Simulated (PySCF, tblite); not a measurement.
# C4H5BO2: dynamics, then NMR shifts on frames, part 2 of 2

tblite 0.8.0 and PySCF 2.14.0. Atoms count from 0.

### Step 5. NMR shieldings: 625 fs, PBE0/pcSseg-1

Job settings and geometry (Å):

```
{"job": {"kind": "nmr", "xc": "PBE0", "basis": "pcSseg-1", "pop": false}, "charge": 0, "multiplicity": 1}
C      2.622700    -0.037300     1.365100
C      1.345100    -0.163100     1.208500
C      0.044600    -0.304100     1.106200
C     -1.222700    -0.638000     1.178300
B     -2.346500    -0.274500     0.093400
O     -2.136800    -0.623000    -1.179100
O     -3.528300     0.131000     0.722800
H      2.946000    -0.370300     2.345500
H      3.388600     0.279900     0.665700
H     -1.584300    -1.133400     2.100100
H     -2.896700    -0.411400    -1.807200
H     -4.343100     0.507500     0.219300
```

Method: GIAO PBE0/pcSseg-1 NMR shielding, non-relativistic, gas phase.

What it wrote:

```text
coarse grid: 10704 points
cycle   1  E = -330.1087342200  dE =  9.546e-01  |g| = 8.580e-01  |ddm| = 3.548e+00
cycle   2  E = -329.9905598001  dE =  1.182e-01  |g| = 1.196e+00  |ddm| = 2.006e+00
cycle   3  E = -330.2482905841  dE = -2.577e-01  |g| = 8.835e-02  |ddm| = 1.353e+00
cycle   4  E = -330.2497686492  dE = -1.478e-03  |g| = 4.231e-02  |ddm| = 1.199e-01
cycle   5  E = -330.2501199763  dE = -3.513e-04  |g| = 2.357e-02  |ddm| = 5.678e-02
cycle   6  E = -330.2502739474  dE = -1.540e-04  |g| = 3.499e-03  |ddm| = 2.355e-02
cycle   7  E = -330.2502764690  dE = -2.522e-06  |g| = 1.812e-03  |ddm| = 4.392e-03
final grid: 105320 points
cycle   8  E = -330.3095830553  dE = -2.807e-05  |g| = 8.623e-03  |ddm| = 5.622e-02
cycle   9  E = -330.3095664419  dE =  1.661e-05  |g| = 1.259e-02  |ddm| = 1.810e-02
cycle  10  E = -330.3095977954  dE = -3.135e-05  |g| = 1.711e-03  |ddm| = 1.144e-02
cycle  11  E = -330.3095985112  dE = -7.157e-07  |g| = 4.481e-04  |ddm| = 1.585e-03
cycle  12  E = -330.3095985618  dE = -5.061e-08  |g| = 1.387e-04  |ddm| = 5.362e-04
cycle  13  E = -330.3095985666  dE = -4.787e-09  |g| = 5.455e-05  |ddm| = 1.446e-04
cycle  14  E = -330.3095985671  dE = -5.815e-10  |g| = 1.202e-05  |ddm| = 5.153e-05
converged SCF energy = -330.3095985671

GIAO shielding tensors (ppm)
atom      isotropic    diamagn.    paramagn.     s11        s22        s33       span
  0 C       84.849     264.688    -179.839     15.317     69.365    169.866    154.548
  1 C      -11.116     259.591    -270.707    -30.608    -20.750     18.010     48.618
  2 C      -14.784     253.676    -268.461    -34.343    -21.354     11.344     45.687
  3 C       64.223     264.727    -200.504    -10.462     41.593    161.537    171.999
  4 B       76.295     193.388    -117.093     57.538     79.229     92.117     34.580
  5 O      198.351     387.508    -189.157    111.507    229.935    253.610    142.103
  6 O      200.341     382.531    -182.190    124.769    234.868    241.385    116.616
  7 H       25.887      27.447      -1.560     23.298     24.674     29.690      6.392
  8 H       25.488      32.182      -6.694     24.450     24.880     27.134      2.684
  9 H       24.644      29.024      -4.381     22.838     24.393     26.701      3.863
 10 H       26.565      26.815      -0.250     21.455     22.508     35.732     14.277
 11 H       26.276      25.373       0.903     21.135     21.867     35.827     14.692
```

Wall time 11 s (1 thread of Arm Neoverse V1, shared host); peak memory 0.71 GiB.

Key values: δ C2 201.7, C1 198.0, C3 122.7, C0 102.1, H9 7.07, H8 6.23 ppm.

### Step 6. Shielding tensors: 800 fs, PBE0/pcSseg-1

Job settings and geometry (Å):

```
{"job": {"kind": "nmr", "xc": "PBE0", "basis": "pcSseg-1", "pop": false}, "charge": 0, "multiplicity": 1}
C      2.370700    -0.147500     0.669300
C      1.065500    -0.097500     0.806500
C     -0.169700    -0.061900     1.024400
C     -1.463300    -0.087200     1.226500
B     -2.335600     0.010300    -0.037300
O     -1.913600    -0.672800    -1.183800
O     -3.570900     0.556400     0.064200
H      3.043700     0.030900     1.520600
H      2.905900    -0.288700    -0.298900
H     -1.819700     0.032000     2.243200
H     -2.474300    -0.730800    -1.941300
H     -4.082500     0.540500    -0.775400
```

Method: GIAO PBE0/pcSseg-1 NMR shielding, non-relativistic, gas phase.

What it wrote:

```text
coarse grid: 10704 points
cycle   1  E = -330.1186666176  dE =  1.102e+00  |g| = 8.737e-01  |ddm| = 3.562e+00
cycle   2  E = -330.0020275781  dE =  1.166e-01  |g| = 1.193e+00  |ddm| = 1.883e+00
cycle   3  E = -330.2601074770  dE = -2.581e-01  |g| = 1.083e-01  |ddm| = 1.246e+00
cycle   4  E = -330.2620604238  dE = -1.953e-03  |g| = 6.826e-02  |ddm| = 1.352e-01
cycle   5  E = -330.2633356489  dE = -1.275e-03  |g| = 2.167e-02  |ddm| = 7.291e-02
cycle   6  E = -330.2634671148  dE = -1.315e-04  |g| = 2.598e-03  |ddm| = 2.153e-02
cycle   7  E = -330.2634685176  dE = -1.403e-06  |g| = 1.134e-03  |ddm| = 2.694e-03
final grid: 105320 points
cycle   8  E = -330.3233910506  dE = -2.588e-05  |g| = 7.530e-03  |ddm| = 5.941e-02
cycle   9  E = -330.3233846415  dE =  6.409e-06  |g| = 9.767e-03  |ddm| = 1.345e-02
cycle  10  E = -330.3234028212  dE = -1.818e-05  |g| = 9.652e-04  |ddm| = 7.200e-03
cycle  11  E = -330.3234030312  dE = -2.100e-07  |g| = 1.796e-04  |ddm| = 1.078e-03
cycle  12  E = -330.3234030332  dE = -1.942e-09  |g| = 1.611e-04  |ddm| = 3.302e-04
cycle  13  E = -330.3234030404  dE = -7.273e-09  |g| = 2.618e-05  |ddm| = 1.568e-04
cycle  14  E = -330.3234030406  dE = -1.578e-10  |g| = 1.298e-05  |ddm| = 3.366e-05
converged SCF energy = -330.3234030406

GIAO shielding tensors (ppm)
atom      isotropic    diamagn.    paramagn.     s11        s22        s33       span
  0 C       73.337     266.166    -192.829      7.705     44.545    167.760    160.055
  1 C       -2.294     257.529    -259.823    -30.004     -8.015     31.138     61.142
  2 C      -18.387     254.730    -273.116    -49.093    -13.296      7.228     56.321
  3 C       72.527     267.885    -195.358     -2.445     48.175    171.850    174.296
  4 B       76.526     192.344    -115.818     60.890     74.923     93.765     32.875
  5 O      221.115     390.278    -169.164    140.489    256.710    266.145    125.656
  6 O      200.844     381.015    -180.171    114.437    241.975    246.120    131.683
  7 H       25.356      28.376      -3.020     23.659     24.735     27.674      4.015
  8 H       25.070      31.876      -6.806     23.497     24.794     26.919      3.422
  9 H       25.340      29.507      -4.167     23.832     25.480     26.707      2.876
 10 H       28.910      32.131      -3.221     23.651     24.167     38.912     15.262
 11 H       27.566      27.558       0.008     22.318     24.215     36.166     13.848
```

Wall time 11 s (1 thread of Arm Neoverse V1, shared host); peak memory 0.81 GiB.

In short: δ C2 205.3, C1 189.2, C3 114.4, C0 113.6, H8 6.65, H9 6.38 ppm.

### Step 7. NMR shieldings: 1000 fs, PBE0/pcSseg-1

Job settings and geometry (Å):

```
{"job": {"kind": "nmr", "xc": "PBE0", "basis": "pcSseg-1", "pop": false}, "charge": 0, "multiplicity": 1}
C      2.491900    -0.698400     0.807000
C      1.276300    -0.346700     1.036500
C      0.087400    -0.049400     1.025300
C     -1.210300     0.170900     1.243500
B     -2.413400    -0.305400     0.382800
O     -2.187900    -0.452900    -0.945800
O     -3.678200    -0.367400     0.899000
H      3.227400    -0.302300     1.486500
H      2.840700    -1.077300    -0.154100
H     -1.462100     0.644200     2.194000
H     -2.868000    -0.905200    -1.391000
H     -4.378300    -0.546600     0.298800
```

Level: GIAO PBE0/pcSseg-1 NMR shielding, non-relativistic, gas phase.

What it wrote:

```text
coarse grid: 10704 points
cycle   1  E = -330.1121758841  dE =  1.230e+00  |g| = 8.774e-01  |ddm| = 3.497e+00
cycle   2  E = -330.0164043303  dE =  9.577e-02  |g| = 1.158e+00  |ddm| = 1.378e+00
cycle   3  E = -330.2533601698  dE = -2.370e-01  |g| = 8.984e-02  |ddm| = 7.980e-01
cycle   4  E = -330.2547508455  dE = -1.391e-03  |g| = 4.690e-02  |ddm| = 1.024e-01
cycle   5  E = -330.2552126618  dE = -4.618e-04  |g| = 2.530e-02  |ddm| = 5.654e-02
cycle   6  E = -330.2554039969  dE = -1.913e-04  |g| = 3.234e-03  |ddm| = 2.358e-02
cycle   7  E = -330.2554060179  dE = -2.021e-06  |g| = 1.536e-03  |ddm| = 3.913e-03
final grid: 105320 points
cycle   8  E = -330.3166675609  dE = -3.035e-05  |g| = 7.922e-03  |ddm| = 5.813e-02
cycle   9  E = -330.3166578164  dE =  9.744e-06  |g| = 1.074e-02  |ddm| = 1.198e-02
cycle  10  E = -330.3166802701  dE = -2.245e-05  |g| = 1.269e-03  |ddm| = 7.615e-03
cycle  11  E = -330.3166806921  dE = -4.220e-07  |g| = 3.862e-04  |ddm| = 1.795e-03
cycle  12  E = -330.3166807281  dE = -3.599e-08  |g| = 1.516e-04  |ddm| = 4.503e-04
cycle  13  E = -330.3166807338  dE = -5.694e-09  |g| = 6.528e-05  |ddm| = 1.829e-04
cycle  14  E = -330.3166807349  dE = -1.102e-09  |g| = 8.278e-06  |ddm| = 6.495e-05
cycle  15  E = -330.3166807349  dE = -1.603e-11  |g| = 1.978e-06  |ddm| = 8.846e-06
converged SCF energy = -330.3166807349

GIAO shielding tensors (ppm)
atom      isotropic    diamagn.    paramagn.     s11        s22        s33       span
  0 C       77.595     266.245    -188.649      7.978     51.374    173.434    165.456
  1 C        2.181     263.246    -261.066    -32.678     10.651     28.569     61.247
  2 C      -16.929     252.928    -269.857    -52.966    -11.167     13.345     66.310
  3 C       66.083     261.602    -195.518     -4.651     32.663    170.239    174.890
  4 B       76.592     195.423    -118.831     63.593     71.968     94.215     30.622
  5 O      220.599     389.298    -168.700    132.001    254.740    275.055    143.055
  6 O      220.217     381.481    -161.264    131.135    261.819    267.698    136.562
  7 H       26.212      28.610      -2.398     24.210     24.982     29.445      5.235
  8 H       25.350      33.037      -7.688     23.840     24.950     27.259      3.418
  9 H       25.442      29.617      -4.175     23.309     25.409     27.608      4.299
 10 H       29.604      32.858      -3.253     24.031     25.425     39.357     15.326
 11 H       28.760      30.161      -1.401     23.421     24.691     38.168     14.747
```

It took 11 s on 1 thread of Arm Neoverse V1, shared host; peak memory 0.76 GiB.

In short: δ C2 203.9, C1 184.7, C3 120.8, C0 109.3, H8 6.37, H9 6.27 ppm.

### Step 8. Run by run: NMR shifts

Shifts (ppm) of some atoms, chosen among heavy atoms and hydrogens apart, with basis size and wall time:

| frame | C2 | C1 | C0 | H11 | H10 | O6 | O5 | functions | time |
| --- | --- | --- | --- | --- | --- | --- | --- | --- | --- |
| 250 fs | 214.4 | 191.8 | 110.9 | 3.92 | 2.39 | 139.4 | 109.4 | 144 | 16 s |
| 425 fs | 205.4 | 182.2 | 104.5 | 3.12 | 3.15 | 120.3 | 118.9 | 144 | 11 s |
| 625 fs | 201.7 | 198.0 | 102.1 | 5.44 | 5.15 | 135.7 | 137.7 | 144 | 11 s |
| 800 fs | 205.3 | 189.2 | 113.6 | 4.15 | 2.81 | 135.2 | 115.0 | 144 | 11 s |
| 1000 fs | 203.9 | 184.7 | 109.3 | 2.96 | 2.11 | 115.9 | 115.5 | 144 | 11 s |

### Step 9. Results

The summary covers parts 1 to 2.

| quantity | value |
| --- | --- |
| thermostat | 300 K |
| mean temperature, second half | 284 K |
| mean potential energy above the minimum | 0.39 eV |
| ¹³C shifts against TMS (PBE0/pcSseg-1, 250 fs) | 214.4, 191.8, 120.0, 110.9 ppm |
| ¹H shifts against TMS (PBE0/pcSseg-1, 250 fs) | 6.00, 5.46, 5.26, 3.92, 2.39 ppm |
| ¹¹B shifts against BF3·OEt2 (PBE0/pcSseg-1, 250 fs) | 24.1 ppm |
| ¹⁷O shifts against H2O (PBE0/pcSseg-1, 250 fs) | 139.4, 109.4 ppm |
| surface potential, 1st and 99th percentile | -1.50 V and 3.01 V |
| range of the shift of O5 | 109.4 to 137.7 ppm |

In words: In the second half the potential energy averages 0.39 eV above the minimum; equipartition over 30 harmonic modes at 300 K would give 0.39 eV. With 12 atoms the temperature swings widely (177 to 465 K). Shifts at one fixed geometry are not the observed spectrum, which averages over the motion. In the first frame run (250 fs): The largest span, 180 ppm, is at C3, where the paramagnetic term is -195 ppm. By nearest atom (PBE0/pcSseg-1), the HOMO sits on C0, C3 about 27 % each; C1, C2 about 13 % each and the LUMO on C0, C2, C3 about 20 % each; C1 12 %. Across the 5 runs the shift of O5 moves most, between 109.4 (250 fs) and 137.7 ppm (625 fs).
